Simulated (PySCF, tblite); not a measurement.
**C₅H₁₃FN₂Si₂: geometry, infrared bands and NMR shifts**

Aim: predict the infrared bands and NMR shifts of C₅H₁₃FN₂Si₂ (`CN1CCC(N([SiH3])[SiH3])=C1F`).

Programs: tblite 0.8.0 and PySCF 2.14.0, with density-fitted response routines of our own. Each step states its level of theory. These are calculated values for one molecule in the gas phase, unless marked as measured. Atoms count from 0, in the outputs and in this text.

## 1. Starting geometry

23 atoms, charge 0, multiplicity 1; geometry from: force field or distance geometry start.

Bonds of the start (Å): C0–N1 1.42, N1–C2 1.46, C2–C3 1.54, C3–C4 1.52, C4–N5 1.40, N5–Si6 1.73, N5–Si7 1.72, C4–C8 1.34, C8–F9 1.34, C8–N1 1.38, C0–H10 1.10, C0–H11 1.10, C0–H12 1.10, C2–H13 1.10, C2–H14 1.10, C3–H15 1.11, C3–H16 1.09, Si6–H17 1.49, Si6–H18 1.47, Si6–H19 1.48, Si7–H20 1.48, Si7–H21 1.49, Si7–H22 1.49.

## 2. Relaxing the molecule with GFN2-xTB

Job settings and geometry (Å):

```
{"job": {"kind": "relax", "xc": "GFN2-xTB", "basis": "xTB"}, "charge": 0, "multiplicity": 1}
C     -3.310800     0.771000     0.035800
N     -2.037600     0.145100    -0.075000
C     -1.852000    -1.282700     0.174300
C     -0.331700    -1.462500     0.059800
C      0.238700    -0.058800    -0.066600
N      1.620000     0.190300    -0.111000
Si     2.385200     1.737700    -0.190800
Si     2.911100    -0.942700    -0.166100
C     -0.814000     0.771900    -0.141700
F     -0.730600     2.107800    -0.269500
H     -3.367300     1.674700    -0.583500
H     -3.529200     1.051800     1.076000
H     -4.118800     0.101300    -0.290800
H     -2.382700    -1.880200    -0.581700
H     -2.224900    -1.549500     1.169400
H      0.041500    -1.971500     0.978600
H     -0.088400    -2.076200    -0.806500
H      3.767600     1.728200     0.356500
H      2.409600     2.177000    -1.597300
H      1.622400     2.697000     0.645500
H      3.721200    -0.744200    -1.388200
H      2.333700    -2.313000    -0.222700
H      3.732100    -0.845700     1.074700
```

The run is started by

```
OMP_NUM_THREADS=1 python probes_run.py task.json out
```

One launch serves the whole session: the jobs run in the order shown.

**Question.** This job is followed by: GFN2-xTB harmonic vibrations, gas phase; GIAO PBE0/pcSseg-1 NMR shielding, non-relativistic, gas phase. What will the session give for the following? strongest single infrared mode (GFN2-xTB); zero-point energy (GFN2-xTB); 13C shifts against TMS (PBE0/pcSseg-1); 1H shifts against TMS (PBE0/pcSseg-1, means over atoms taken as alike); 15N shifts against NH3 (PBE0/pcSseg-1); 29Si shifts against TMS (PBE0/pcSseg-1, means over atoms taken as alike); 19F shifts against CFCl3 (PBE0/pcSseg-1); surface potential, 1st and 99th percentile.

**Answer**, as computed:

| quantity | value |
| --- | --- |
| strongest single infrared mode (GFN2-xTB) | 2264 cm⁻¹, 424 km/mol |
| zero-point energy (GFN2-xTB) | 104.8 kcal/mol |
| 13C shifts against TMS (PBE0/pcSseg-1) | 158.4, 104.1, 51.7, 39.2, 31.2 ppm |
| 1H shifts against TMS (PBE0/pcSseg-1, means over atoms taken as alike) | 4.80, 3.07, 2.83, 2.47 ppm |
| 15N shifts against NH3 (PBE0/pcSseg-1) | 73.8, 25.5 ppm |
| 29Si shifts against TMS (PBE0/pcSseg-1, means over atoms taken as alike) | -47.2 ppm |
| 19F shifts against CFCl3 (PBE0/pcSseg-1) | -154.0 ppm |
| surface potential, 1st and 99th percentile | -1.05 V and 1.04 V |

What this shows: Relaxing lowered the energy by 0.530 eV in 219 steps; the close pair that moved most is Si6–H17, from 1.487 to 1.460 Å. All 63 modes are real, so the xTB geometry is a minimum. The strongest single mode, at 2264 cm⁻¹, moves mainly H18. GFN2-xTB is a fitted tight-binding method: band positions and strengths are rough. Its intensities can rank the bands wrongly. At PBE0/pcSseg-1: The widest tensor belongs to F9: span 153 ppm, with a paramagnetic part of -152 ppm.
